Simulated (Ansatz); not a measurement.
# AsH2− (singlet): wave-function methods side by side, aug-cc-pVDZ

How much of the correlation energy of AsH2− (singlet) does each wave-function method recover here?

Program: Ansatz 0.2.0, Gaussian basis. Level of theory: aug-cc-pVDZ, core rule «outside noble gas», up to 14 orbitals frozen. These are calculated values, not measurements.

The runs, in order: UHF; CCSD(T) on RHF; BCCD(T) on RHF; CISD; CCSDT(Q) on RHF; CCSDTQ on RHF; CASSCF and MRCISD+Q, 8 electrons in 6 orbitals; CASSCF and MRCISD+Q(relaxed), 8 electrons in 6 orbitals; CASSCF and NEVPT2, 8 electrons in 6 orbitals.

3 further runs of the same task are left out: 3 set aside as unsound or not needed.

### 1 The system

The geometry is a PBE0/def2-TZVPD stationary point (not a proven minimum). No spin-orbit coupling is included. The filled d shell of As may be among the frozen orbitals whatever the setting's name suggests; the logs give the count.

3 atoms, charge -1, spin multiplicity 1.

Atoms are counted from 1 here; the program's logs count them from 0.

Bond lengths: As1–H2 1.540 Å, As1–H3 1.540 Å. Angles: H2–As1–H3 90.8°.

### 2 UHF

in.yaml reads:

```yaml
crystal:
  periodic: [false, false, false]
  atoms:
    - {symbol: As, position_ang: [0.000000, -0.028329, 0.000001]}
    - {symbol: H, position_ang: [0.000000, 1.052852, -1.097265]}
    - {symbol: H, position_ang: [0.000000, 1.052894, 1.097224]}
basis:
  gaussian: {orbitals: aug-cc-pVDZ}
total_charge: -1
magnetization: {spin_polarized: true, initial_magnetization: 0}
hamiltonian: {xc: hf}
output: {orbitals: {seedname: orbitals}}
```

Started as:

```
$ ansatz run in.yaml --threads 1 --pin off --events-out ev --progress --plain --max-ram 4096MiB --backend cpu
```

After this run come: CCSD(T) on RHF; BCCD(T) on RHF; CISD; CCSDT(Q) on RHF; CCSDTQ on RHF; CASSCF and MRCISD+Q, 8 electrons in 6 orbitals; CASSCF and MRCISD+Q(relaxed), 8 electrons in 6 orbitals; CASSCF and NEVPT2, 8 electrons in 6 orbitals.

Before running them: what should the planned runs give, taken together? Wanted: RCCSDTQ below the RHF energy; RMP2 from RCCSDTQ; RCCSD from RCCSDTQ; RCCSD(T) from RCCSDTQ; RCCSDT(Q) from RCCSDTQ; NEVPT2 valence from RCCSDTQ; MRCISD+Q valence from RCCSDTQ; MRCISD+Q(relaxed) valence from RCCSDTQ; T1 diagnostic.

As calculated:

| quantity | value |
| --- | --- |
| RCCSDTQ below the RHF energy | -4.5057 eV |
| RMP2 from RCCSDTQ | +18.77 kcal/mol |
| RCCSD from RCCSDTQ | +4.08 kcal/mol |
| RCCSD(T) from RCCSDTQ | +0.66 kcal/mol |
| RCCSDT(Q) from RCCSDTQ | +0.01 kcal/mol |
| NEVPT2 valence from RCCSDTQ | +22.65 kcal/mol |
| MRCISD+Q valence from RCCSDTQ | +0.57 kcal/mol |
| MRCISD+Q(relaxed) valence from RCCSDTQ | +0.18 kcal/mol |
| levels within 1 kcal/mol (43 meV) | RCCSD(T), BCCD(T), RCCSDT, RCCSDT(Q), MRCISD+Q valence, MRCISD+Q(relaxed) valence |
| T1 diagnostic | 0.013 |
| effectively unpaired electrons | 0.01 |

What this shows: RCCSD(T) lands +0.66 kcal/mol from the yardstick (0.6 % of the correlation energy). One determinant dominates. Of the multireference levels listed MRCISD+Q(relaxed) valence comes nearest in total energy (+0.18 kcal/mol), which doesn't show that its space is the better one. These misses are within one basis, not against nature.
